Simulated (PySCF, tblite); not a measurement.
**C6H9O radical: geometry, infrared bands and EPR parameters**

What infrared bands and EPR parameters should C6H9O radical (`CCC1=[C]CCO1`) show?

Programs: tblite 0.8.0 and PySCF 2.14.0, with density-fitted response routines of our own. Each step states its level of theory. These are calculated values for one molecule in the gas phase, unless marked as measured. Atoms count from 0, in the outputs and in this text.

**1. The molecule as given**

16 atoms, charge 0, multiplicity 2; geometry from: force field or distance geometry start.

Bonds of the start (Å): C0–C1 1.52, C1–C2 1.50, C2–C3 1.29, C3–C4 1.44, C4–C5 1.53, C5–O6 1.46, O6–C2 1.38, C0–H7 1.09, C0–H8 1.10, C0–H9 1.10, C1–H10 1.10, C1–H11 1.08, C4–H12 1.09, C4–H13 1.09, C5–H14 1.10, C5–H15 1.09.

**2. Relaxing the molecule with GFN2-xTB**

The job: settings as JSON, then the geometry in Å.

```
{"job": {"kind": "relax", "xc": "GFN2-xTB", "basis": "xTB"}, "charge": 0, "multiplicity": 2}
C     -2.435800    -0.243100     0.437200
C     -1.497500    -0.029900    -0.739600
C     -0.078000     0.103100    -0.265800
C      0.689900     1.139300    -0.242200
C      2.088200     0.909200     0.018100
C      1.981800    -0.576300     0.377000
O      0.669300    -1.040600    -0.050200
H     -2.186900    -1.141300     1.004700
H     -3.466900    -0.346400     0.075600
H     -2.418300     0.608200     1.133300
H     -1.573900    -0.886500    -1.418800
H     -1.800900     0.853300    -1.290000
H      2.689600     1.051700    -0.880000
H      2.520900     1.501100     0.821400
H      2.055800    -0.716100     1.465600
H      2.755100    -1.177000    -0.098600
```

Started as:

```sh
$ OMP_NUM_THREADS=1 python probes_run.py task.json out
```

The driver reads the jobs from task.json and runs them one after another.

The program printed:

```text
step      E/eV     max force
  0    -581.58373    2.337
  1    -581.66571    1.740
  2    -581.69932    0.588
  3    -581.71353    0.422
  4    -581.72635    0.237
  5    -581.73091    0.165
  6    -581.73362    0.146
  7    -581.73579    0.131
  8    -581.73798    0.112
  9    -581.73971    0.104
 10    -581.74131    0.103
 11    -581.74313    0.107
 12    -581.74518    0.130
 13    -581.74712    0.134
 14    -581.74878    0.097
 15    -581.75023    0.100
 16    -581.75168    0.110
 17    -581.75316    0.099
 18    -581.75448    0.084
 19    -581.75543    0.063
 20    -581.75606    0.050
 21    -581.75655    0.056
 22    -581.75706    0.054
 23    -581.75764    0.057
 24    -581.75826    0.062
 25    -581.75883    0.065
 26    -581.75935    0.066
 27    -581.75993    0.063
 28    -581.76060    0.075
 29    -581.76124    0.063
 30    -581.76177    0.055
 31    -581.76223    0.048
 32    -581.76271    0.054
 33    -581.76318    0.058
 34    -581.76357    0.037
 35    -581.76382    0.032
 36    -581.76399    0.027
 37    -581.76408    0.021
 38    -581.76413    0.016
 39    -581.76416    0.015
 40    -581.76419    0.013
 41    -581.76422    0.012
 42    -581.76423    0.009
```

Wall time 0.17 s (1 thread of Arm Neoverse V2, shared host).

The steps of the relaxation: (not every step is listed)

```csv
step,energy from step 0 (eV),largest force (eV/Å)
0,0.0000,2.3366
1,-0.0820,1.7402
2,-0.1156,0.5877
3,-0.1298,0.4219
4,-0.1426,0.2370
5,-0.1472,0.1647
6,-0.1499,0.1457
7,-0.1521,0.1308
8,-0.1543,0.1123
10,-0.1576,0.1028
12,-0.1615,0.1299
14,-0.1651,0.0966
16,-0.1680,0.1097
18,-0.1707,0.0835
20,-0.1723,0.0503
22,-0.1733,0.0544
24,-0.1745,0.0617
26,-0.1756,0.0662
28,-0.1769,0.0752
30,-0.1780,0.0546
32,-0.1790,0.0544
34,-0.1798,0.0367
36,-0.1803,0.0273
37,-0.1804,0.0215
38,-0.1804,0.0157
39,-0.1804,0.0146
40,-0.1805,0.0135
41,-0.1805,0.0122
42,-0.1805,0.0095
```

Distances of close pairs at the start and the end, largest changes first:

```csv
bond,before (Å),after (Å),change (Å)
C3–C4,1.441,1.483,+0.042
C2–C3,1.290,1.316,+0.026
C5–O6,1.456,1.432,-0.025
C4–C5,1.532,1.553,+0.021
C1–C2,1.502,1.488,-0.015
C0–H9,1.100,1.088,-0.012
C0–H8,1.098,1.087,-0.010
C2–O6,1.383,1.393,+0.010
```

The next job starts from the end point, and lists it.

**3. Infrared spectrum with GFN2-xTB**

The job: settings as JSON, then the geometry in Å.

```
{"job": {"kind": "ir", "xc": "GFN2-xTB", "basis": "xTB"}, "charge": 0, "multiplicity": 2}
C     -2.376675    -0.248980     0.461951
C     -1.514432    -0.036006    -0.782996
C     -0.083962     0.143023    -0.415321
C      0.703108     1.198231    -0.408604
C      2.087122     0.910921     0.040680
C      1.923223    -0.591766     0.395855
O      0.585925    -0.980313     0.064238
H     -2.027964    -1.120812     1.009641
H     -3.415484    -0.404219     0.180425
H     -2.316342     0.618870     1.114881
H     -1.601066    -0.907423    -1.435677
H     -1.847816     0.848682    -1.326743
H      2.819226     1.069534    -0.753601
H      2.378314     1.507248     0.906323
H      2.070761    -0.768376     1.465653
H      2.608464    -1.229670    -0.169069
```

The program printed:

```text
mode    cm-1     km/mol
  1      47.1      0.28
  2     105.1      0.40
  3     128.5      9.18
  4     199.2      2.07
  5     223.9     16.15
  6     321.3      2.17
  7     493.5      8.75
  8     608.0      2.70
  9     681.6      4.09
 10     808.2      1.60
 11     819.0      0.65
 12     902.1     43.09
 13     956.0      5.23
 14     987.7     57.10
 15    1023.2      6.79
 16    1028.0     32.41
 17    1039.7      7.32
 18    1085.2      5.60
 19    1120.9     26.82
 20    1134.8      2.50
 21    1179.2      1.13
 22    1193.5     44.99
 23    1241.3      7.61
 24    1243.0      2.97
 25    1302.2     15.26
 26    1319.9      1.48
 27    1403.4      0.92
 28    1456.9      0.84
 29    1461.5      0.76
 30    1481.4      0.08
 31    1495.2      3.49
 32    1502.0      3.39
 33    1732.7     35.09
 34    2924.0     19.90
 35    2950.0     31.01
 36    2955.3     49.41
 37    2976.1     19.78
 38    2980.3     48.22
 39    2998.0     24.88
 40    3036.3     47.72
 41    3038.3     34.45
 42    3048.3     23.99
```

Wall time 0.32 s (1 thread of Arm Neoverse V2, shared host).

Which atoms move in the most intense modes:

```csv
cm⁻¹,km/mol,atoms
902,43.1,"O6 29 %, C3 19 %, C5 11 %"
988,57.1,"O6 13 %, H11 12 %, C4 12 %, C2 12 %"
1194,45.0,"C2 40 %, H10 11 %"
1733,35.1,"C2 56 %, C3 41 %"
2955,49.4,"H12 48 %, H15 23 %, H13 21 %"
2980,48.2,"H13 68 %, H12 25 %"
3036,47.7,"H8 80 %, H9 11 %"
3038,34.5,"H9 80 %, H8 12 %"
```

**4. EPR parameters: B3LYP/pcH-1**

The job, as its differences from that of step 3:

```diff
@@ -1,2 +1,2 @@
-{"job": {"kind": "ir", "xc": "GFN2-xTB", "basis": "xTB"}, "charge": 0, "multiplicity": 2}
+{"job": {"kind": "epr", "basis": "pcH-1"}, "charge": 0, "multiplicity": 2}
 C     -2.376675    -0.248980     0.461951
```

Method: UKS B3LYP, pcH-1 on C H O, non-relativistic, mean-field spin-orbit, GIAO.

The program printed:

```text
UKS, coarse grid
  cycle   1  E = -309.10471696  |g| = 4.46e-01
  cycle   2  E = -308.99916856  |g| = 7.02e-01
  cycle   3  E = -309.17743603  |g| = 1.38e-01
  cycle   4  E = -309.18510255  |g| = 5.03e-02
  cycle   5  E = -309.18630111  |g| = 1.79e-02
  cycle   6  E = -309.18647907  |g| = 6.43e-03
  cycle   7  E = -309.18652665  |g| = 2.44e-03
  cycle   8  E = -309.18655193  |g| = 1.61e-03
  cycle   9  E = -309.18656237  |g| = 8.10e-04
  cycle  10  E = -309.18656579  |g| = 3.04e-04
UKS, final grid
  cycle   1  E = -309.18651167  |g| = 2.62e-04
  cycle   2  E = -309.18651189  |g| = 2.65e-04
  cycle   3  E = -309.18651197  |g| = 1.21e-04
  cycle   4  E = -309.18651213  |g| = 7.06e-05
  cycle   5  E = -309.18651216  |g| = 2.83e-05
  cycle   6  E = -309.18651216  |g| = 1.39e-05
E = -309.18651216 Eh   <S^2> = 0.7599 (exact 0.7500)
g shifts (ppm)      1          2          3
  rmc          -165       -165       -165
  gc             39         24          4
  oz_so       -1321         38        139
  total       -1447       -103        -22
hyperfine (MHz)  atom isotope    a_iso     a_fc   dipolar eigenvalues
    0   13C      -5.45      -5.45     -0.47     -0.05      0.52
    1   13C       7.16       7.16     -1.56     -1.31      2.87
    2   13C      75.07      75.07    -20.27      1.00     19.27
    3   13C     471.21     471.21    -76.78    -54.09    130.87
    4   13C      38.46      38.46     -6.12     -5.96     12.09
    5   13C      45.24      45.24     -5.75     -4.57     10.32
    6   17O     -13.05     -13.05    -22.96      7.32     15.64
    7    1H       0.37       0.37     -1.08     -0.89      1.97
    8    1H      -0.20      -0.20     -0.74     -0.65      1.39
    9    1H       0.44       0.44     -1.90     -1.40      3.30
   10    1H      -5.17      -5.17     -1.60     -1.56      3.16
   11    1H      -0.07      -0.07     -4.05     -3.02      7.07
   12    1H      12.47      12.47     -7.02     -5.21     12.23
   13    1H       8.39       8.39     -6.90     -5.08     11.98
   14    1H       0.58       0.58     -3.69     -1.47      5.16
   15    1H      -0.46      -0.46     -3.72     -1.51      5.23
```

Wall time 55 s (1 thread of Arm Neoverse V2, shared host); peak memory 0.97 GiB.

Principal g values 2.00087, 2.00222, 2.00230; g(iso) = 2.00180, against 2.00232 for a free electron.

Mean a(iso) over the nuclei that a row names, and the largest dipolar term of the row (other rows stand at the frozen geometry):

```csv
nuclei,isotope,a(iso) (MHz),"a(iso) (G, at g = 2.0023)",largest dipolar term (MHz)
C3,13C,471.2,168.1,130.9
C2,13C,75.1,26.8,-20.3
C5,13C,45.2,16.1,10.3
C4,13C,38.5,13.7,12.1
O6,17O,-13.1,-4.7,-23.0
"H12, H13",1H,10.4,3.7,12.2
C1,13C,7.2,2.6,2.9
C0,13C,-5.4,-1.9,0.5
"H10, H11",1H,-2.6,-0.9,7.1
"H7, H8, H9",1H,0.2,0.1,3.3
"H14, H15",1H,0.1,0.0,5.2
```

Mulliken spin populations:

C0 0.00; C1 0.01; C2 -0.11; C3 1.02; C4 -0.02; C5 0.05; O6 0.04; H7 0.00; H8 0.00; H9 0.00; H10 0.00; H11 0.00; H12 0.00; H13 0.00; H14 0.00; H15 0.00

In first order the couplings over 0.8 MHz of 1H give 9 distinct lines over 9.3 G, if the averaged nuclei exchange fast.

Orbitals, density, ELF and potential are computed afterwards from the orbital file.

ELF in a plane through or near 6 of the atoms.

Ten even steps from ' ' (0.00) to '@' (1.00):
```
                                                        
                                                        
                                                        
              ..==++--              ::..                
              ##@@@@##            %%@@%%==              
            ..@@@@@@@@..  ..    ::@@@@@@##              
              %%@@@@@@....==::  ::@@@@@@##....          
              ++@@@@##::--++::  ..%%@@@@**++##++..      
              ..++**==..::::..    ++++--**@@@@@@==      
              --**%%++    --==::..==::****@@@@@@**      
            ..======++::==##**++::++##==**@@@@@@==      
          ..--**--==%%****@@##==::--==----**##**..      
          ::++##++++@@..--##++....----..    ..          
          ::**##++==##++==##==  ..****::                
          ..--==....**%%@@%%==    **%%++                
                    ==%%%%##--    --**==                
                    ::++**++::      ..                  
                      ::::..                            
                                                        
                                                        
```
The map spans 12.1 Å across and 8.4 Å up, centred on the molecule. Atoms in the plane (x, y in Å): C0 (2.4, 0.3), C3 (-0.8, -1.2), C4 (-2.2, -0.6), H7 (2.1, 1.4), H8 (3.4, 0.2), H14 (-2.1, 1.6).

On the surface of density 0.002 e/bohr³ the electrostatic potential runs, from the 1st to the 99th percentile, from -1.26 V near O6 to 0.82 V near H15.

The spin density lies nearest to C3 78 %; C2 7 % (beta excess).

**5. What came out**

| quantity | value |
| --- | --- |
| strongest single infrared mode (GFN2-xTB) | 988 cm⁻¹, 57 km/mol |
| zero-point energy (GFN2-xTB) | 83.8 kcal/mol |
| g(iso) (B3LYP) | 2.00180 |
| ⟨S²⟩ | 0.760 (exact 0.75) |
| largest a(iso) (averaged by class) | 13C on C3, 471.2 MHz |
| surface potential, 1st and 99th percentile | -1.26 V and 0.82 V |

In words: The optimisation took 42 steps and gained 0.181 eV; among the close pairs (by a distance rule), C3–C4 changed most, from 1.441 to 1.483 Å. No mode is imaginary among the 42: a minimum at this level. The strongest single mode, at 988 cm⁻¹, has its largest shares on O6, H11, C4 and C2 (the list is cut at 4 atoms). GFN2-xTB is a fitted tight-binding method: band positions and strengths are rough. Its intensities can rank the bands wrongly. Most of the unpaired spin sits on C3 (1.02 e). The isotropic g lies 0.5 ppt below the free-electron value.
